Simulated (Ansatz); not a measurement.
# Ga: LAPW beside PAW

Does the method matter for Ga? The same cell, functional and mesh are run with all-electron LAPW, PAW with frozen cores and datasets made for this crystal.

Program: Ansatz 0.2.0. Level of theory: DFT LDA, scalar-relativistic. These are calculated values, not measurements.

## Step 1: The system as given

The structure is orthorhombic, space group Cmcm (No. 63). The conventional cell has a = 2.900 Å, b = 8.130 Å, c = 3.170 Å, α = 90.00°, β = 90.00°, γ = 90.00°. Ga (site symmetry m2m) has 8 Ga at 2.68 to 2.90 Å as nearest neighbours.

Structure file:

```cif
data_structure
_symmetry_space_group_name_H-M 'Cmcm'
_symmetry_Int_Tables_number 63
_cell_length_a 2.9000
_cell_length_b 8.1300
_cell_length_c 3.1700
_cell_angle_alpha 90.000
_cell_angle_beta 90.000
_cell_angle_gamma 90.000
_cell_volume 74.74
loop_
_atom_site_label
_atom_site_type_symbol
_atom_site_symmetry_multiplicity
_atom_site_Wyckoff_symbol
_atom_site_fract_x
_atom_site_fract_y
_atom_site_fract_z
_atom_site_occupancy
Ga1 Ga 4 c 0.50000 0.63300 0.25000 1
```

The file gives the conventional cell by its symmetry; the runs use the cell typed in the input.

The cell is a measured one (Crystallography Open Database entry 9012485); the temperature and pressure of the measurement aren't taken into account, and nothing was relaxed.

Atoms are numbered in the order of the input: Ga1, Ga2.

## Step 2: All-electron LAPW

Input file input.yaml:

```yaml
crystal:
  lattice:
    - [1.45, -4.065, 0.0]
    - [1.45, 4.065, 0.0]
    - [0.0, 0.0, 3.17]
  atoms:
    - { symbol: Ga, position: [0.867, 0.133, 0.25] }
    - { symbol: Ga, position: [0.133, 0.867, 0.75] }
kpoints:
  mp_grid: { grid: [12, 12, 10] }
  band_path:
    path:
      - [0.0, 0.0, 0.0]
      - [-0.5, 0.5, 0.0]
      - [-0.2818093587, 0.7181906413, 0.0]
      - [0.2818093587, 0.2818093587, 0.0]
      - [0.0, 0.0, 0.0]
      - [0.0, 0.0, 0.5]
      - [0.2818093587, 0.2818093587, 0.5]
      - [-0.2818093587, 0.7181906413, 0.5]
      - [-0.5, 0.5, 0.5]
    npoints: 14
scf:
  occupations: { method: fermi_dirac, width: 0.08 }
hamiltonian:
  xc: lda
  pseudopotentials: { kind: all_electron, lapw: { basis_error: 0.001 } }
output:
  forces: true
  stress: true
  eigenvalues: true
  populations: true
  dos: { projected: true, de: 0.2, e_range: [-14, 8] }
```

Launch:

```console
$ ansatz run input.yaml --threads 1 --pin off --max-ram 3072MiB --backend cpu --events-out ev --progress --plain --runs-dir out
```

Log (excerpt; [...] marks lines left out):

```text
Ga: projections on atomic orbitals take those of the free atom 1s2 2s2 2p6 3s2 3p6 3d10 4s2 4p1, of charge +0.00 (hamiltonian.pseudopotentials.projection_atoms)
LAPW: plane waves up to 8.229 Å⁻¹, error target 1.0e-3 eV per atom; small_component_spin mean_spin; Ga in spheres of 1.341 Å, 21 of its electrons in bands, Dirac shells []
[...]
Pseudopotentials: kind: all_electron
Pseudopotential: Ga, LAPW, valence charge 21, Koelling and Harmon's equation, gaussian nucleus
Functional definition: SPW92
[...]
Crystal: 2 atoms, lattice volume = 37.370 Å³
Basis set: ecut = 257.980050798549 eV, 341 PW (Γ), FFT grids on a1+a2, a2, a3, exchange–correlation at level 2
Bands: 26, of which v1, the nominal top of the filled ones, is band 21 counted from 1 (20 counted from 0)
Symmetry: 8 space group operations
Space group: Cmcm (ITA 63), of the structure as read, at distance tolerance 3.3e-5 Å
k-points: 258 of 1440
[...]
SCF iter   1: F=—  HF=-105647.817431 eV  |F-HF|=—  |Δ(HF+E_count)|=         —  Δρ=1.22e-2  dr2=3.67e-2  ethr=8.69e-5  ⟨swp⟩=3.0  Hψ=45155  notcnv=0
[...]
SCF iter   8: F=-105647.733733 eV  HF=-105647.733733 eV  |F-HF|=4.19e-9  |Δ(HF+E_count)|=   7.92e-8  Δρ=6.73e-6  dr2=1.73e-8  ethr=7.98e-10  ⟨swp⟩=2.0  Hψ=18924  notcnv=0
[...]
NSCF: frozen V_eff on 113 k-points
SCF converged after 8 iterations
Free energy (F): -105647.733733 eV
[...]
E sigma→0 (E₀):  -105647.725161 eV
Entropy (-TS):   -0.017145 eV (-8.573 meV/atom)
Fermi energy:    11.589583 eV
[...]
--- Forces (eV/Å), atoms counted from 1 ---
  atom   1  Ga     0.00000000     0.17728896     0.00000000
  atom   2  Ga     0.00000000    -0.17728896     0.00000000
[...]
--- Stress (GPa, compression-positive) ---
       -5.844091       0.000000       0.000000
        0.000000      -2.971302       0.000000
        0.000000       0.000000      -2.569187
  P = ⅓ Tr σ = -3.7949 GPa (-37.949 kbar)
--- Band table (eV; the first three rows and the last of 258) ---
  k-point 0: bands = ["-131.3414", "-131.3404", "-82.5732", "-82.5687", "-82.5625", "-82.5617", "-82.5545", "-82.5460", "-3.6431", "-3.6208", "-3.5503", "-3.5354", "-3.3451", "-3.3282", "-3.2984", "-3.2833", "-3.2830", "-3.1234", "0.3354", "9.3367", "9.9102", "14.4399", "18.2447", [...]
--- Löwdin populations: 2 sites ---
  site symbol       q [e]
     0     Ga     30.9859
     1     Ga     30.9859
  spilling = 0.000454 (of n_electrons = 62.000000)
```

Wall time 67 s (1 thread of Arm Neoverse V2, shared host); peak memory 0.63 GiB.

In short: pressure -3.79 GPa; no gap; largest force 0.177 eV/Å.

Levels at the path's labelled points, in eV from the Fermi level:

```
point  band 18  band 19  band 20  band 21  band 22  band 23  band 24
    Γ   -14.71   -11.25    -2.25    -1.68     2.85     6.66     7.75
    Y   -14.78    -9.23    -8.60     5.08     5.73     5.80     7.00
   C0   -14.76    -6.28    -5.68    -3.96     3.77     4.10     7.05
   Σ0   -14.76    -6.28    -5.68    -3.96     3.77     4.10     7.05
    Γ   -14.71   -11.25    -2.25    -1.68     2.85     6.66     7.75
    Z   -14.80    -7.44    -7.44     1.86     1.86     2.46     2.46
   A0   -14.77    -2.74    -2.74    -1.89    -1.89     0.26     0.26
   E0   -14.77    -2.74    -2.74    -1.89    -1.89     0.26     0.26
    T   -14.85    -5.65    -5.65    -4.21    -4.21     9.49     9.49
```

States per cell, counted by energy window (eV from the Fermi level, on a grid of 0.20 eV):

```
from  to  total  Ga 4p  Ga 4s
 -10  -9   0.32   0.16   0.15
  -9  -8   0.39   0.20   0.18
  -8  -7   0.48   0.24   0.23
  -7  -6   0.58   0.27   0.30
  -6  -5   0.60   0.27   0.32
  -5  -4   0.59   0.28   0.30
  -4  -3   0.60   0.33   0.26
  -3  -2   0.64   0.44   0.19
  -2  -1   0.83   0.65   0.17
  -1   0   0.69   0.51   0.16
   0   1   0.82   0.56   0.24
   1   2   0.88   0.63   0.22
   2   3   0.99   0.75   0.20
   3   4   0.90   0.69   0.17
   4   5   0.94   0.73   0.15
```

## Step 3: PAW with frozen cores

Edit input.yaml of step 2 so:

```diff
@@ -26,3 +26,3 @@
   xc: lda
-  pseudopotentials: { kind: all_electron, lapw: { basis_error: 0.001 } }
+  pseudopotentials: { kind: paw }
 output:
@@ -31,3 +31,9 @@
   eigenvalues: true
+  efg: { contact_densities: true }
   populations: true
+  bader: true
   dos: { projected: true, de: 0.2, e_range: [-14, 8] }
+  write_density: true
+  write_potential: true
+  elf: true
+  volumetric_format: npy
```

Launch:

```console
$ ansatz run input.yaml --threads 1 --pin off --max-ram 3072MiB --backend cpu --events-out ev --progress --plain --runs-dir out
```

Log:

```text
Engine: ansatz 0.2.0
Pseudopotentials: kind: paw
Pseudopotential: Ga, paw, valence charge 13, recommended cutoff 420 eV (normal)
[... 1 set-up line as earlier in the session ...]
  exchange = slater_x
  correlation = pw_c
Crystal: 2 atoms, lattice volume = 37.370 Å³
Basis set: ecut = 420 eV, 723 PW (Γ)
Bands: 17, of which v1, the nominal top of the filled ones, is band 13 counted from 1 (12 counted from 0)
[... 2 set-up lines as earlier in the session ...]
k-points: 258 of 1440
Non-local potential: Ga, projectors of the file, l = 0: 2, l = 1: 2, l = 2: 3, l = 3: 1
PAW form: soft (Blöchl's): semilocal exchange-correlation on the pseudo side does not see the compensation charge
PAW frozen core: Ga, regenerated for the run's functional, and the local potential with it (the file was generated under x = pbe(κ = 0.804, μ = 0.2195149727645171), c = pbe(β = 0.06672455060314922))
PAW one-centre angular grid: Ga, 590 points (default); XC on 64 Gauss nodes
Initial density: superposition of atomic densities (neutral atoms: chi_scale 0, normalization atom), corrected by the library's trained network
Initial wavefunctions: pseudopotential atomic-orbital guess
Functional: x = slater, c = lda
SCF iter   1: F=—  HF=-7413.854269 eV  |F-HF|=—  |Δ(HF+E_count)|=         —  Δρ=5.81e-3  dr2=4.80e-3  ethr=1.77e-3  ⟨swp⟩=5.2  Hψ=20319  notcnv=0
preconditioner: auto → Kerker (q_TF=auto, 2.568 Å⁻¹)  [metal: Δε(μ)=0.051 eV  Ē_g=17.162 eV  σ=0.080 eV  W_gap=0.16  n_scr=12 (ndim 8)  ℏωp=31.0 eV  f_vac=0.000  D(μ)=0.79/eV (n_scr^D=2)]
SCF iter   2: F=—  HF=-7413.852390 eV  |F-HF|=—  |Δ(HF+E_count)|=   1.88e-3  Δρ=3.28e-3  dr2=1.86e-3  ethr=1.85e-5  ⟨swp⟩=1.7  Hψ=8139  notcnv=0
SCF iter   3: F=—  HF=-7413.851964 eV  |F-HF|=—  |Δ(HF+E_count)|=   4.26e-4  Δρ=5.41e-4  dr2=9.16e-5  ethr=7.14e-6  ⟨swp⟩=1.1  Hψ=4390  notcnv=0
SCF iter   4: F=—  HF=-7413.851928 eV  |F-HF|=—  |Δ(HF+E_count)|=   3.59e-5  Δρ=3.22e-4  dr2=2.91e-5  ethr=3.52e-7  ⟨swp⟩=2.0  Hψ=7132  notcnv=0
SCF iter   5: F=—  HF=-7413.851927 eV  |F-HF|=—  |Δ(HF+E_count)|=   1.43e-6  Δρ=2.77e-4  dr2=1.12e-5  ethr=1.12e-7  ⟨swp⟩=2.0  Hψ=7740  notcnv=0
SCF iter   6: F=—  HF=-7413.851919 eV  |F-HF|=—  |Δ(HF+E_count)|=   7.60e-6  Δρ=1.44e-4  dr2=3.06e-6  ethr=4.32e-8  ⟨swp⟩=2.0  Hψ=6953  notcnv=0
SCF iter   7: F=—  HF=-7413.851917 eV  |F-HF|=—  |Δ(HF+E_count)|=   1.86e-6  Δρ=4.16e-5  dr2=2.83e-7  ethr=1.18e-8  ⟨swp⟩=2.0  Hψ=6953  notcnv=0
SCF iter   8: F=-7413.851917 eV  HF=-7413.851917 eV  |F-HF|=6.57e-9  |Δ(HF+E_count)|=   2.09e-7  Δρ=3.81e-6  dr2=2.63e-9  ethr=3.85e-10  ⟨swp⟩=8.5  Hψ=29945  notcnv=0
SCF 1 converged in 8 iterations: F = -7413.851917 eV  dr2 = 2.63e-9
NSCF: frozen V_eff on 113 k-points
SCF converged after 8 iterations
Free energy (F): -7413.851917 eV
Harris-Foulkes:  -7413.851917 eV  (|F-HF|=6.57e-9)
Internal energy: -7413.834776 eV  (E = F + TS)
E sigma→0 (E₀):  -7413.843346 eV
Entropy (-TS):   -0.017141 eV (-8.570 meV/atom)
Fermi energy:    9.507143 eV
--- Per-component energies (eV) ---
  E_band       = -80.484057
  E_kinetic    = 230.918415
  E_local      = -3606.724668  (includes V_loc(G=0)·N_el)
  E_nonlocal   = 848.122013
  E_hartree    = 1690.927444
  E_xc         = -138.543479
  E_vxc        = -118.029051  (∫ρ·V_xc dr)
  E_paw        = -3819.066512  (= ΣΔE_a)
  E_vpaw       = -816.628733  (= ΣTr[D̂ρ^β])
  E_aug_tail   = -0.000257  (compensation charges beyond the density's cutoff)
  E_ewald      = -2622.924691
  E_core_change = 3.456960  (= ΣΔE_core)
  E_smearing   = -0.017141  (= −TS)
  E_closure    = -0.000000  (closes the sum)
  Σ components = -7413.851917   (vs F -7413.851917, Δ=0.00e0)
--- Forces (eV/Å), atoms counted from 1 ---
  atom   1  Ga     0.00000000     0.17810548     0.00000000
  atom   2  Ga     0.00000000    -0.17810548     0.00000000
  max |Σ_I F_I| component: 0.00e0 eV/Å
--- Stress (GPa, compression-positive) ---
       -5.883329       0.000000       0.000000
        0.000000      -3.021471       0.000000
        0.000000       0.000000      -2.613811
  P = ⅓ Tr σ = -3.8395 GPa (-38.395 kbar)
--- PAW observables at the nuclei: V_zz in 10²¹ V/m², potentials from the cell's mean, atoms counted from 1 ---
  atom   1  Ga V_zz =    -2.832198   η = 0.2611   by run symmetry: allowed
            electrostatic potential = -4133.038120 V   contact ρ = 186493.035047 e/Å³
  atom   2  Ga V_zz =    -2.832198   η = 0.2611   by run symmetry: allowed
            electrostatic potential = -4133.038120 V   contact ρ = 186493.035047 e/Å³
--- Band table (eV; the first three rows and the last of 258) ---
  k-point 0: bands = ["-5.7418", "-5.7194", "-5.6489", "-5.6336", "-5.4438", "-5.4275", "-5.3971", "-5.3827", "-5.3822", "-5.2228", "-1.7442", "7.2528", "7.8306", "12.3568", "16.1590", "17.2578", "18.1875"]
  k-point 1: bands = ["-5.7286", "-5.7222", "-5.6477", "-5.6175", "-5.4618", "-5.4551", "-5.3819", "-5.3726", "-5.3678", "-5.2390", "-1.5930", "7.4304", "7.8009", "11.0448", "17.3974", "17.8910", "18.3142"]
  k-point 2: bands = ["-5.7401", "-5.6713", "-5.6481", "-5.5821", "-5.4938", "-5.4924", "-5.3847", "-5.3439", "-5.3436", "-5.2808", "-1.1369", "7.2144", "7.9566", "9.7160", "17.2888", "17.3122", "17.8043"]
  k-point 257: bands = ["-5.6775", "-5.6775", "-5.5954", "-5.5954", "-5.4665", "-5.4665", "-5.3913", "-5.3913", "-5.3550", "-5.3550", "3.8564", "3.8564", "5.2995", "5.2995", "18.9948", "18.9948", "20.8095"]
--- Löwdin populations: 2 sites ---
  site symbol       q [e]
     0     Ga     12.9816
     1     Ga     12.9816
  spilling = 0.001412 (of n_electrons = 26.000000)
--- Bader charges: 2 sites ---
  site symbol  charge [e]  shift [e]
     0     Ga      0.0000     0.0000
     1     Ga      0.0000     0.0000
  estimated error of the sums over rays = 1.1e-4 e
```

It took 25 s on 1 thread of Arm Neoverse V2, shared host; peak memory 0.42 GiB.

Read from it: pressure -3.84 GPa; no gap; largest force 0.178 eV/Å; Vzz Ga1 -2.83 (η = 0.26) (10²¹ V/m²).

```
atom  Bader charge (e)  basin volume (Å³)
 Ga1             +0.00              18.68
```

The fields are shown in the conventional cell of this run's space group, carried over from its grid by interpolation.

Density in a lattice plane of the grid's cell (edges 8.13 and 3.17 Å, at 0.000 of the third edge), which holds Ga.

Values in e/Å³, 6 rows by 12 columns:
```
 0.30  0.17  0.16  0.15  0.18  0.14  0.08  0.06  0.09  0.36 12.06  6.15
 0.30  0.17  0.16  0.15  0.18  0.14  0.08  0.06  0.09  0.36 12.06  6.15
 0.27  0.49  0.56  0.21  0.13  0.10  0.07  0.10  0.13  0.21  0.56  0.49
 0.30  6.15 12.06  0.36  0.09  0.06  0.08  0.14  0.18  0.15  0.16  0.17
 0.30  6.15 12.06  0.36  0.09  0.06  0.08  0.14  0.18  0.15  0.16  0.17
 0.27  0.49  0.56  0.21  0.13  0.10  0.07  0.10  0.13  0.21  0.56  0.49
```
Columns run along the first of these edges and rows up along the second, over one cell in 12 and 6 even steps from the bottom left corner. Atoms in the plane (fractional): Ga at (0.13, 0.25), Ga at (0.87, 0.75).

ELF in the same plane.

Ten even steps from '0' (0.05) to '9' (0.48):
```
886556677753111135540026
785445678764200025520705
886556677753111135540026
975555665432123456655557
862004553111135777665568
750702552000246787654458
862004553111135777665568
975555665432123456655557
```
Columns run along the first of these edges and rows up along the second, over one cell in 24 and 8 even steps from the bottom left corner. Atoms in the plane (fractional): Ga at (0.13, 0.25), Ga at (0.87, 0.75).

Both are smooth fields of the valence electrons: close to the nuclei they are not physical.

Maxima of ELF outside the ion cores: 0.48 on the Ga–Ga line, 1.3 Å from Ga.

## Step 4: Datasets made for this crystal

Edit input.yaml of step 3 so:

```diff
@@ -21,3 +21,3 @@
       - [-0.5, 0.5, 0.5]
-    npoints: 14
+    npoints: 8
 scf:
@@ -26,3 +26,3 @@
   xc: lda
-  pseudopotentials: { kind: paw }
+  pseudopotentials: { kind: all_electron, datasets: crystal }
 output:
@@ -32,8 +32 @@
   efg: { contact_densities: true }
-  populations: true
-  bader: true
-  dos: { projected: true, de: 0.2, e_range: [-14, 8] }
-  write_density: true
-  write_potential: true
-  elf: true
-  volumetric_format: npy
```

Launch:

```console
$ ansatz run input.yaml --threads 1 --pin off --max-ram 3072MiB --backend cpu --events-out ev --progress --plain --runs-dir out
```

Log (excerpt; [...] marks lines left out):

```text
[...]
[... 1 set-up line as earlier in the session ...]
Pseudopotential: Ga, paw, valence charge 13, recommended cutoff 240 eV (normal), Koelling and Harmon's equation, gaussian nucleus
[... 1 set-up line as earlier in the session ...]
[...]
Crystal: 2 atoms, lattice volume = 37.370 Å³
Basis set: ecut = 240 eV, 317 PW (Γ)
Bands: 17, of which v1, the nominal top of the filled ones, is band 13 counted from 1 (12 counted from 0)
[... 2 set-up lines as earlier in the session ...]
k-points: 258 of 1440
[...]
SCF iter   1: F=—  HF=-105647.782829 eV  |F-HF|=—  |Δ(HF+E_count)|=         —  Δρ=1.84e-2  dr2=1.23e-1  ethr=5.14e-4  ⟨swp⟩=3.9  Hψ=22833  notcnv=0
[...]
SCF iter   9: F=-105647.734211 eV  HF=-105647.734211 eV  |F-HF|=2.76e-10  |Δ(HF+E_count)|=   1.48e-8  Δρ=1.94e-6  dr2=1.84e-9  ethr=2.75e-10  ⟨swp⟩=2.6  Hψ=8066  notcnv=0
[...]
        0.000000       0.000000      -2.569685
  P = ⅓ Tr σ = -3.7952 GPa (-37.952 kbar)
--- PAW observables at the nuclei: V_zz in 10²¹ V/m², potentials from the cell's mean, atoms counted from 1 ---
  atom   1  Ga V_zz =    -2.831774   η = 0.2579   by run symmetry: allowed
            electrostatic potential = -4129.617183 V   contact ρ = 186559.651483 e/Å³
  atom   2  Ga V_zz =    -2.831774   η = 0.2579   by run symmetry: allowed
            electrostatic potential = -4129.617183 V   contact ρ = 186559.651483 e/Å³
--- Band table (eV; the first three rows and the last of 258) ---
  k-point 0: bands = ["-3.6426", "-3.6208", "-3.5500", "-3.5356", "-3.3453", "-3.3274", "-3.2985", "-3.2830", "-3.2826", "-3.1233", "0.3354", "9.3367", "9.9102", "14.4400", "18.2447", "19.3423", "20.2720"]
[...]
  guard bands above this table: 0 of the run's 17 bands, where the rule asks 2: the bands that hold charge and the lowest empty level above them stay in the table. A level can be missing at the table's top as with no guard band: raise scf.n_extra_bands
```

Wall time 42 s (1 thread of Arm Neoverse V2, shared host); peak memory 0.57 GiB.

In short: pressure -3.80 GPa; largest force 0.177 eV/Å; Vzz Ga1 -2.83 (η = 0.26) (10²¹ V/m²).

```
atom  contact density (e/Å³)
 Ga1                186559.7
```

## Step 5: Comparison

```
          method  pressure (GPa)  largest force (eV/Å)  Vzz Ga1 (10²¹ V/m²)  SCF cycles, all passes
            LAPW           -3.79                 0.177                    –                       8
             PAW           -3.84                 0.178                -2.83                       8
crystal datasets           -3.80                 0.177                -2.83                       9
```

## Step 6: Summary of results

| quantity | value |
| --- | --- |
| pressure | LAPW -3.79, PAW -3.84, crystal datasets -3.80 GPa |
| gap (LAPW) | none |
| largest force | LAPW 0.177, PAW 0.178, crystal datasets 0.177 eV/Å |
| Bader charges (PAW) | Ga1 +0.00 e |
| highest ELF (PAW) | 0.48, 1.34 Å from Ga |

**Reading.** At this geometry the cell is under tension of 3.8 GPa, so it would shrink if let go. There is no gap at this level; the crystal is a metal here. Within 0.3 eV of the Fermi level the largest projected share is Ga 4p (71 %). The projection holds only the free atom's occupied shells (Ga 4s, Ga 4p in this range). The field gradient at Ga1, the largest by crystal datasets, is -2.83 by PAW and -2.83 by crystal datasets (10²¹ V/m²), within 5 %. PAW lies -0.04 GPa from LAPW in pressure. The forces differ by at most 1 meV/Å in a component, on a largest force of 0.177 eV/Å. LAPW took about 2.7 times as long as PAW (67 s against 25 s, on a shared host and with the outputs that each input asks for).
